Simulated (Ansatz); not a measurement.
# CdSnRh2Se4: a short molecular-dynamics run

A trajectory of CdSnRh2Se4, an element-swapped structure with 8 atoms that was not relaxed first: 20 steps of 1 fs under a Langevin thermostat and barostat at 100 K and 1 GPa.

All numbers below are computed with Ansatz 0.2.0 (DFT PBE+U+D3(BJ), plane waves, PAW, scalar-relativistic, no spin polarisation).

**1. The starting structure**

The cell holds 8 atoms (CdRh2Se4Sn): a = 5.917 Å, b = 5.917 Å, c = 7.062 Å, α = 65.23°, β = 65.23°, γ = 90.00°.

Coordinates:

```
CELL_PARAMETERS angstrom
0.00000 5.91720 0.00000
5.91720 0.00000 0.00000
2.95860 2.95860 -5.68914
ATOMIC_POSITIONS crystal
Sn 0.50000 0.50000 0.00000
Rh 0.25000 0.75000 0.50000
Rh 0.75000 0.25000 0.50000
Se 0.40420 0.40420 0.73260
Se 0.59580 0.13680 0.26740
Se 0.86320 0.86320 0.73260
Se 0.13680 0.59580 0.26740
Cd 0.00000 0.00000 0.00000
```

**2. Molecular dynamics**

input.yaml

```yaml
crystal:
  lattice:
    - [0.0, 5.9172, 0.0]
    - [5.9172, 0.0, 0.0]
    - [2.9586, 2.9586, -5.689136]
  atoms:
    - { symbol: Sn, position: [0.5, 0.5, 0.0] }
    - { symbol: Rh, position: [0.25, 0.75, 0.5] }
    - { symbol: Rh, position: [0.75, 0.25, 0.5] }
    - { symbol: Se, position: [0.4042, 0.4042, 0.7326] }
    - { symbol: Se, position: [0.5958, 0.1368, 0.2674] }
    - { symbol: Se, position: [0.8632, 0.8632, 0.7326] }
    - { symbol: Se, position: [0.1368, 0.5958, 0.2674] }
    - { symbol: Cd, position: [0.0, 0.0, 0.0] }
kpoints:
  mp_grid: { grid: [3, 3, 3] }
magnetization:
  spin_polarized: false
scf:
  occupations: { method: fermi_dirac, width: 0.05 }
hamiltonian:
  pseudopotentials: { kind: paw }
  xc: pbe
  dispersion: d3bj
  hubbard: { sites: [{ species: Rh, l: d, u_eff: 3.0 }], double_counting: fll }
basis:
  ecutwfc: 420
md:
  timestep: 1.0
  n_steps: 20
  ensemble: npt_langevin
  temperature: 100.0
  initial_velocities: maxwell_boltzmann
  seed: 875286
  pressure: 1.0
```

The run is started by

```sh
> ansatz run input.yaml --threads 2 --pin off --max-ram 2560MiB --backend cpu --events-out ev --progress --plain --runs-dir out
```

The log of the run, cut to the lines that bear on the results:

```text
Warning: md: disabling space-group detection — thermal motion breaks the input geometry's symmetry, so no spatial operation reduces the k-mesh or symmetrises the density; time reversal is kept, so that k and −k are solved as one point where they differ and the mesh holds both, and exact [...]
Warning: RAYON_NUM_THREADS=2 ignored (pool sized by the plan → 2); use --threads N
Sn: projections on atomic orbitals take those of the free atom [Kr] 4d10 5s2 5p2, of charge +0.00 (hamiltonian.pseudopotentials.projection_atoms); the dataset's partial waves leave at most 5.0e-6 of an orbital's norm unspanned inside its sphere
Rh: projections on atomic orbitals take those of the free atom [Ar 3d10] 4s2 4p6 4d8 5s1, of charge +0.00 (hamiltonian.pseudopotentials.projection_atoms); the dataset's partial waves leave at most 8.9e-6 of an orbital's norm unspanned inside its sphere
Se: projections on atomic orbitals take those of the free atom [Ar] 3d10 4s2 4p4, of charge +0.00 (hamiltonian.pseudopotentials.projection_atoms); the dataset's partial waves leave at most 2.3e-6 of an orbital's norm unspanned inside its sphere
Cd: projections on atomic orbitals take those of the free atom [Ar 3d10] 4s2 4p6 4d10 5s2, of charge +0.00 (hamiltonian.pseudopotentials.projection_atoms); the dataset's partial waves leave at most 1.3e-5 of an orbital's norm unspanned inside its sphere
[...]
Pseudopotentials: kind: paw
Pseudopotential: Sn, paw, valence charge 14, recommended cutoff 420 eV (normal), Sn.paw.azcp
Pseudopotential: Rh, paw, valence charge 17, recommended cutoff 420 eV (normal), Rh.paw.azcp
Pseudopotential: Se, paw, valence charge 16, recommended cutoff 420 eV (normal), Se.paw.azcp
Pseudopotential: Cd, paw, valence charge 20, recommended cutoff 420 eV (normal), Cd.paw.azcp
Functional definition: PBE
[...]
Crystal: 8 atoms, lattice volume = 199.195 Å³
Basis set: ecut = 420 eV (smoothed over ±3.0 %; plane waves to 437.0 eV, density to 1747.9 eV), 4099 PW (Γ), exchange–correlation on 90×90×100 points (8 copies of the dense FFT grid, shifted against one another)
Bands: 80, of which v1, the nominal top of the filled ones, is band 66 counted from 1 (65 counted from 0)
Symmetry: 1 space group operations
k-points: 14 of 27 (time reversal used)
[...]
SCF iter   1: F=—  HF=-48962.044871 eV  |F-HF|=—  |Δ(HF+E_count)|=         —  Δρ=5.12e-2  dr2=6.11e0  ethr=3.10e-3  ⟨swp⟩=6.0  Hψ=4013  notcnv=0  defer=7
[...]
md step     0: t =     0.00 fs  T =    87.5 K  F+E_penalty+E_count = -48960.26247873 eV  E_kin = 0.090482 eV  conserved = -48958.97434086 eV  P_inst = 0.9205 GPa  V = 199.1952 Å³  selection 1  (13 SCF iters)
Crystal: 8 atoms, lattice volume = 199.189 Å³
[...]
SCF iter   9: F=-48960.253523 eV  HF=-48960.253523 eV  |F-HF|=2.57e-9  |Δ(HF+E_count)|=  4.29e-10  Δρ=2.07e-6  dr2=4.23e-9  ethr=1.03e-11  ⟨swp⟩=2.8  Hψ=4483  notcnv=0
[...]
```

**3. The log goes on**

The log, continued, cut to the lines that bear on the results:

```text
md step     1: t =     1.00 fs  T =    75.7 K  F+E_penalty+E_count = -48960.25352266 eV  E_kin = 0.078293 eV  conserved = -48958.97433610 eV  P_inst = 0.9286 GPa  V = 199.1893 Å³  selection 1  (9 SCF iters, 3 dispersion substeps)
[...]
md step     6: t =     6.00 fs  T =    92.0 K  F+E_penalty+E_count = -48960.25732269 eV  E_kin = 0.095103 eV  conserved = -48958.97433686 eV  P_inst = 0.9874 GPa  V = 199.0168 Å³  selection 1  (7 SCF iters, 3 dispersion substeps)
[...]
md step    11: t =    11.00 fs  T =   131.1 K  F+E_penalty+E_count = -48960.32159333 eV  E_kin = 0.135561 eV  conserved = -48958.97435658 eV  P_inst = 0.9723 GPa  V = 198.8437 Å³  selection 1  (6 SCF iters, 3 dispersion substeps)
[...]
  atom   5  Se    -1.01541434     0.91616118    -1.20396335
  atom   6  Se     0.80056740     0.87853603     1.08711360
  atom   7  Se     1.13881218    -0.94735189    -1.43014632
  atom   8  Cd     0.02806167     0.00947461    -0.06225128
[...]
--- Stress (GPa, compression-positive) ---
        0.038958      -0.123263      -0.334873
       -0.123263       0.056859      -0.004630
       -0.334873      -0.004630       2.532763
  P = ⅓ Tr σ = 0.8762 GPa (8.762 kbar)
Occupation matrices written to <dir>
--- MD trajectory: 20 steps, t = 0.0 → 20.0 fs ---
  final state: T = 305.6 K   F+E_penalty+E_count = -48960.53276091 eV   E_kin = 0.316043 eV
  conserved energy: peak-to-peak 9.252e-5 eV (1.157e-5 eV/atom) over 20.0 fs
  cell: V = 198.0305 Å³ at the end; means of 21 rows, the approach among them: V = 198.7939 Å³, P_inst = 0.9776 GPa
  mean static stress (GPa): xx -0.0042  yy 0.0115  zz 2.6754  yz -0.0464  xz -0.2118  xy -0.0342
  the result is of one more SCF, on plane waves selected at the last cell: its energy does not rank with the rows'
```

Wall time 4.6 min (2 threads of Arm Neoverse V1, shared host); peak memory 0.86 GiB.

**4. The trajectory**

One step in 2; energies are changes from step 0; msd is the mean square displacement from the start, the centre of mass held:

```csv
time (fs),T (K),potential energy change (meV/atom),conserved energy change (meV/atom),volume (Å³/atom),pressure (GPa),msd Rh (Å²),msd Se (Å²),msd Sn (Å²),msd Cd (Å²)
0.0,88,0.0,0.00,24.90,0.9,0.000,0.000,0.000,0.000
2.0,71,1.8,0.00,24.90,0.9,0.000,0.000,0.000,0.000
4.0,68,1.9,0.00,24.89,1.0,0.000,0.000,0.000,0.000
6.0,92,0.6,0.00,24.88,1.0,0.000,0.000,0.000,0.000
8.0,106,-1.9,0.00,24.87,1.0,0.000,0.000,0.000,0.000
10.0,118,-5.3,0.00,24.86,1.0,0.000,0.000,0.000,0.000
12.0,151,-9.6,0.00,24.85,1.0,0.000,0.000,0.000,0.000
14.0,191,-14.7,0.00,24.83,1.0,0.001,0.000,0.000,0.000
16.0,224,-20.4,-0.01,24.82,1.0,0.001,0.001,0.001,0.000
18.0,273,-26.9,-0.01,24.79,1.0,0.001,0.001,0.001,0.000
20.0,306,-33.8,-0.01,24.75,1.0,0.001,0.002,0.001,0.001
```

time (fs), T (K) and a bar:
```
      0.0         88 ##
      1.0         76 #
      2.0         71 
      3.0         69 
      4.0         68 
      5.0         74 #
      6.0         92 ###
      7.0         84 ##
      8.0        106 #####
      9.0        106 #####
     10.0        118 ######
     11.0        131 ########
     12.0        151 ##########
     13.0        168 #############
     14.0        191 ################
     15.0        194 ################
     16.0        224 ####################
     17.0        262 ########################
     18.0        273 ##########################
     19.0        297 #############################
     20.0        306 ##############################
```

Pair distribution over the second half of the run:

```csv
r (Å),g Rh–Se
0.68,0.00
0.84,0.00
1.00,0.00
1.16,0.00
1.32,0.00
1.48,0.00
1.64,0.00
1.80,0.00
1.96,0.00
2.12,0.00
2.28,0.00
2.44,13.88
```

**5. Frames from the trajectory**

Positions (Å) and forces (eV/Å):

```xyz
8
Lattice="0.000 5.917 0.000 5.917 0.000 0.000 2.958 2.958 -5.689" Properties=species:S:1:pos:R:3:forces:R:3 pbc="T T T" time_fs=2.0 T=71 dE=0.0143
Sn    2.958    2.956    0.001    0.022    0.024   -0.012
Rh    5.918    2.958   -2.847   -0.007    0.009    0.017
Rh    2.956    5.919   -2.845    0.014    0.001    0.002
Se    4.558    4.561   -4.169   -1.237   -1.241    1.609
Se    1.603    4.317   -1.520   -1.234    1.213   -1.583
Se    7.275    7.275   -4.169    1.208    1.211    1.568
Se    4.316    1.601   -1.520    1.235   -1.222   -1.589
Cd    0.002   -0.002    0.002   -0.002    0.004   -0.011
8
Lattice="0.000 5.916 0.000 5.916 0.000 0.000 2.958 2.958 -5.688" Properties=species:S:1:pos:R:3:forces:R:3 pbc="T T T" time_fs=5.0 T=74 dE=0.0118
Sn    2.956    2.952    0.001    0.054    0.061   -0.022
Rh    5.920    2.958   -2.850   -0.022    0.017    0.042
Rh    2.951    5.921   -2.845    0.039    0.000    0.002
Se    4.555    4.563   -4.168   -1.252   -1.257    1.640
Se    1.607    4.318   -1.521   -1.243    1.195   -1.576
Se    7.274    7.277   -4.169    1.179    1.187    1.534
Se    4.317    1.599   -1.519    1.249   -1.211   -1.597
Cd    0.005   -0.004    0.005   -0.003    0.009   -0.023
8
Lattice="0.000 5.915 0.000 5.915 0.000 0.000 2.957 2.957 -5.687" Properties=species:S:1:pos:R:3:forces:R:3 pbc="T T T" time_fs=8.0 T=106 dE=-0.0151
Sn    2.955    2.948    0.000    0.067    0.106    0.001
Rh    5.922    2.959   -2.853   -0.043    0.021    0.065
Rh    2.946    5.924   -2.845    0.059   -0.005    0.003
Se    4.551    4.563   -4.165   -1.236   -1.243    1.631
Se    1.608    4.320   -1.523   -1.231    1.163   -1.540
Se    7.274    7.279   -4.167    1.125    1.139    1.468
Se    4.317    1.596   -1.520    1.261   -1.192   -1.595
Cd    0.007   -0.005    0.007   -0.003    0.011   -0.034
8
Lattice="0.000 5.914 0.000 5.914 0.000 0.000 2.957 2.957 -5.686" Properties=species:S:1:pos:R:3:forces:R:3 pbc="T T T" time_fs=10.0 T=118 dE=-0.0428
Sn    2.956    2.945    0.000    0.072    0.140    0.011
Rh    5.924    2.960   -2.854   -0.057    0.020    0.079
Rh    2.943    5.926   -2.845    0.070   -0.011    0.006
Se    4.547    4.564   -4.162   -1.216   -1.226    1.613
Se    1.609    4.322   -1.525   -1.209    1.130   -1.501
Se    7.275    7.282   -4.164    1.080    1.103    1.415
Se    4.319    1.594   -1.521    1.261   -1.168   -1.585
Cd    0.009   -0.006    0.008   -0.002    0.011   -0.039
8
Lattice="0.000 5.913 0.000 5.913 0.000 0.000 2.957 2.957 -5.685" Properties=species:S:1:pos:R:3:forces:R:3 pbc="T T T" time_fs=12.0 T=151 dE=-0.0772
Sn    2.956    2.942    0.000    0.074    0.166    0.019
Rh    5.926    2.962   -2.856   -0.072    0.015    0.093
Rh    2.940    5.928   -2.845    0.082   -0.019    0.014
Se    4.543    4.563   -4.159   -1.188   -1.200    1.584
Se    1.608    4.324   -1.528   -1.178    1.095   -1.457
Se    7.277    7.285   -4.161    1.032    1.067    1.358
Se    4.321    1.591   -1.522    1.250   -1.134   -1.568
Cd    0.011   -0.007    0.009    0.000    0.011   -0.043
8
Lattice="0.000 5.911 0.000 5.911 0.000 0.000 2.956 2.956 -5.683" Properties=species:S:1:pos:R:3:forces:R:3 pbc="T T T" time_fs=15.0 T=194 dE=-0.1396
Sn    2.958    2.937   -0.001    0.062    0.205    0.035
Rh    5.927    2.965   -2.857   -0.097    0.001    0.110
Rh    2.936    5.930   -2.845    0.099   -0.032    0.027
Se    4.535    4.561   -4.152   -1.131   -1.147    1.520
Se    1.606    4.327   -1.533   -1.117    1.034   -1.372
Se    7.279    7.289   -4.155    0.948    1.006    1.265
Se    4.324    1.584   -1.525    1.228   -1.077   -1.536
Cd    0.012   -0.008    0.011    0.007    0.010   -0.049
8
Lattice="0.000 5.909 0.000 5.909 0.000 0.000 2.954 2.954 -5.681" Properties=species:S:1:pos:R:3:forces:R:3 pbc="T T T" time_fs=18.0 T=273 dE=-0.2156
Sn    2.959    2.932   -0.001    0.048    0.219    0.052
Rh    5.927    2.967   -2.858   -0.122   -0.006    0.124
Rh    2.930    5.930   -2.845    0.118   -0.039    0.041
Se    4.524    4.558   -4.143   -1.049   -1.079    1.428
Se    1.603    4.329   -1.539   -1.053    0.965   -1.273
Se    7.281    7.293   -4.148    0.860    0.935    1.163
Se    4.329    1.577   -1.530    1.180   -1.004   -1.479
Cd    0.014   -0.010    0.012    0.019    0.010   -0.057
8
Lattice="0.000 5.906 0.000 5.906 0.000 0.000 2.953 2.953 -5.678" Properties=species:S:1:pos:R:3:forces:R:3 pbc="T T T" time_fs=20.0 T=306 dE=-0.2703
Sn    2.959    2.929   -0.002    0.043    0.218    0.065
Rh    5.925    2.968   -2.859   -0.139   -0.005    0.137
Rh    2.926    5.929   -2.844    0.130   -0.038    0.051
Se    4.515    4.554   -4.135   -0.986   -1.032    1.356
Se    1.600    4.330   -1.544   -1.015    0.916   -1.204
Se    7.281    7.296   -4.141    0.801    0.879    1.087
Se    4.332    1.571   -1.533    1.139   -0.947   -1.430
Cd    0.014   -0.010    0.013    0.028    0.009   -0.062
```

**6. Summary of results**

```
                              quantity                                      value
                                length                           20 steps of 1 fs
      temperature, first and last step                               88 and 306 K
              temperature, second half              mean 210 K, from 118 to 306 K
         potential energy, second half                -18 meV/atom from the start
largest change of the conserved energy                              0.01 meV/atom
           volume, first and last step                    24.90 and 24.75 Å³/atom
 mean square displacement, second half  Rh 0.001, Se 0.001, Sn 0.000, Cd 0.000 Å²
```

Against a set 100 K the second half averages 210 K, going from 118 to 306 K over that half. The conserved energy strays from its start by at most 0.01 meV/atom, under 0.1 % of the mean kinetic energy, so a step of 1 fs is short enough over this time. No atom gets farther than 0.05 Å from its start, with the drift of the whole removed, against a typical distance of 2.5 Å between sites at the start. The volume changes by -0.6 % from first to last step, and is still moving at the end, so it is no equilibrium value. Settings off the usual here: hamiltonian.dispersion, hamiltonian.hubbard. Averages from a run of 20 fs with 8 atoms are rough.
